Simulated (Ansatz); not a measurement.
# C4H7InO: basis-set convergence

Aim: see how fast density functionals converge with the basis set for C4H7InO.

Method: one geometry, several basis sets; program: Ansatz 0.2.0, Gaussian basis.

Levels to be run: PBE0-D4/def2-SVP; ωB97M-V/def2-SVP; PBE0-D4/def2-QZVPP; ωB97M-V/def2-QZVPP; the functionals' def2-TZVPP values are taken from earlier runs.

1 further run of the same task is left out (for a known fault of the program). Runs told in other sessions of the task aren't counted.

**1. The relaxed structure**

All runs share one geometry, relaxed beforehand with PBE0-D4 in a triple-zeta def2 set. In takes the def2 core potential; no spin-orbit term is included.

SMILES `C#C[C](C)(O)[InH2]`, 13 atoms, charge 0, spin multiplicity 1.

Atoms are counted from 1 here; the program's logs count them from 0.

Bond lengths: C1–C2 1.205 Å, C1–H7 1.064 Å, C2–C3 1.441 Å, C3–C4 1.517 Å, C3–O5 1.438 Å, C3–In6 2.210 Å, C4–H8 1.092 Å, C4–H9 1.091 Å, C4–H10 1.097 Å, O5–H11 0.965 Å, In6–H12 1.727 Å, In6–H13 1.719 Å. Angles: C2–C1–H7 179.3°, C1–C2–C3 179.9°, C2–C3–C4 112.2°, C2–C3–O5 111.6°, C2–C3–In6 110.1°, C4–C3–O5 111.1°, C4–C3–In6 115.4°, O5–C3–In6 95.4°, C3–C4–H8 110.9°, C3–C4–H9 110.5°, C3–C4–H10 110.6°, H8–C4–H9 108.6°, H8–C4–H10 107.7°, H9–C4–H10 108.4°, C3–O5–H11 108.9°, C3–In6–H12 116.5°, C3–In6–H13 118.1°, H12–In6–H13 125.2°.

**2. PBE0-D4 in def2-SVP**

Contents of in.yaml:

```yaml
crystal:
  periodic: [false, false, false]
  atoms:
    - {symbol: C, position_ang: [-2.148029, 0.357740, 1.293064]}
    - {symbol: C, position_ang: [-1.079280, 0.168830, 0.769813]}
    - {symbol: C, position_ang: [0.199210, -0.054794, 0.144559]}
    - {symbol: C, position_ang: [0.343001, -1.473352, -0.372983]}
    - {symbol: O, position_ang: [1.285258, 0.287899, 1.023246]}
    - {symbol: In, position_ang: [0.614961, 1.538586, -1.329035]}
    - {symbol: H, position_ang: [-3.092654, 0.535946, 1.749255]}
    - {symbol: H, position_ang: [-0.450030, -1.709609, -1.086280]}
    - {symbol: H, position_ang: [1.306725, -1.604193, -0.868436]}
    - {symbol: H, position_ang: [0.276380, -2.194206, 0.451171]}
    - {symbol: H, position_ang: [1.109395, -0.081035, 1.897262]}
    - {symbol: H, position_ang: [1.646148, 1.118504, -2.649473]}
    - {symbol: H, position_ang: [-0.011107, 3.109685, -1.022152]}
basis:
  gaussian: {orbitals: def2-SVP}
hamiltonian: {xc: pbe0, dispersion: d4}
output: {orbitals: {seedname: orbitals}}
```

Command:

```
$ ansatz run in.yaml --threads 4 --pin off --events-out ev --progress --plain --max-ram 10444MiB
```

The runs that follow: ωB97M-V in def2-SVP; PBE0-D4 in def2-QZVPP; ωB97M-V in def2-QZVPP.

**Question.** What will the summary of the whole plan be? Wanted: PBE0-D4: double and triple zeta above quadruple; ωB97M-V: double and triple zeta above quadruple.

The runs gave:

| quantity | value |
| --- | --- |
| PBE0-D4: double and triple zeta above quadruple | 7.78, 0.39 eV |
| ωB97M-V: double and triple zeta above quadruple | 8.08, 0.38 eV |

**Reading.** For PBE0-D4 the step from double to triple zeta gains 7.39 eV and the next only 0.39 eV. Total energies overstate the basis error of differences, where much of it tends to cancel.
